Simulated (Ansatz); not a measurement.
# ClFH2HfOS: small, medium and large basis sets

One table from this session's results is given with a row withheld; the runs are named, their logs left out.

Program: Ansatz 0.2.0, Gaussian basis. Level of theory: one geometry, several basis sets. These are calculated values, not measurements.

Levels to be run: PBE0-D4/def2-SVP; ωB97M-V/def2-SVP; PBE0-D4/def2-QZVPP; ωB97M-V/def2-QZVPP; the functionals' def2-TZVPP values are taken from earlier runs.

### Structure used throughout

The geometry comes from an earlier relaxation with PBE0-D4 in a triple-zeta def2 set; it is a stationary point, not always the lowest conformer. Hf takes the def2 core potential; no spin-orbit term is included.

SMILES `[OH][Hf]([F])([SH])[Cl]`, 7 atoms, charge 0, spin multiplicity 1.

Atoms are counted from 1 here; the program's logs count them from 0.

Bond lengths: O1–Hf2 1.893 Å, O1–H6 0.953 Å, Hf2–F3 1.896 Å, Hf2–S4 2.445 Å, Hf2–Cl5 2.350 Å, S4–H7 1.346 Å. Angles: Hf2–O1–H6 167.4°, O1–Hf2–F3 112.2°, O1–Hf2–S4 107.4°, O1–Hf2–Cl5 110.1°, F3–Hf2–S4 107.8°, F3–Hf2–Cl5 108.4°, S4–Hf2–Cl5 110.9°, Hf2–S4–H7 91.0°.

The first run:

Input file in.yaml:

```yaml
crystal:
  periodic: [false, false, false]
  atoms:
    - {symbol: O, position_ang: [-1.174301, -0.909664, -0.394257]}
    - {symbol: Hf, position_ang: [0.539785, -0.116752, -0.261639]}
    - {symbol: F, position_ang: [1.910635, -1.408031, -0.039970]}
    - {symbol: S, position_ang: [0.533529, 1.314552, 1.720665]}
    - {symbol: Cl, position_ang: [1.002632, 1.133869, -2.196552]}
    - {symbol: H, position_ang: [-1.939040, -1.444278, -0.585715]}
    - {symbol: H, position_ang: [-0.812040, 1.362206, 1.711669]}
basis:
  gaussian: {orbitals: def2-SVP}
hamiltonian: {xc: pbe0, dispersion: d4}
output: {orbitals: {seedname: orbitals}}
```

Steps of the session up to this table: PBE0-D4 in def2-SVP; ωB97M-V in def2-SVP; PBE0-D4 in def2-QZVPP; ωB97M-V in def2-QZVPP.

One of the session's tables, all rows but one given; the rest of the session is left out.

It belongs to the step «Density functionals: the series». 

| functional | basis | HOMO (eV) |
| --- | --- | --- |
| PBE0-D4 | def2-SVP | -7.78 |
| PBE0-D4 | def2-TZVPP | -7.83 |
| PBE0-D4 | def2-QZVPP | -7.86 |
| ωB97M-V | def2-SVP | -9.88 |
| ωB97M-V | def2-TZVPP | ? |
| ωB97M-V | def2-QZVPP | -10.02 |

Estimate the missing values for ωB97M-V, def2-TZVPP.

The run gave: HOMO (eV): -9.98. In the column «HOMO (eV)» it lies between ωB97M-V, def2-QZVPP (-10.02) and ωB97M-V, def2-SVP (-9.88).
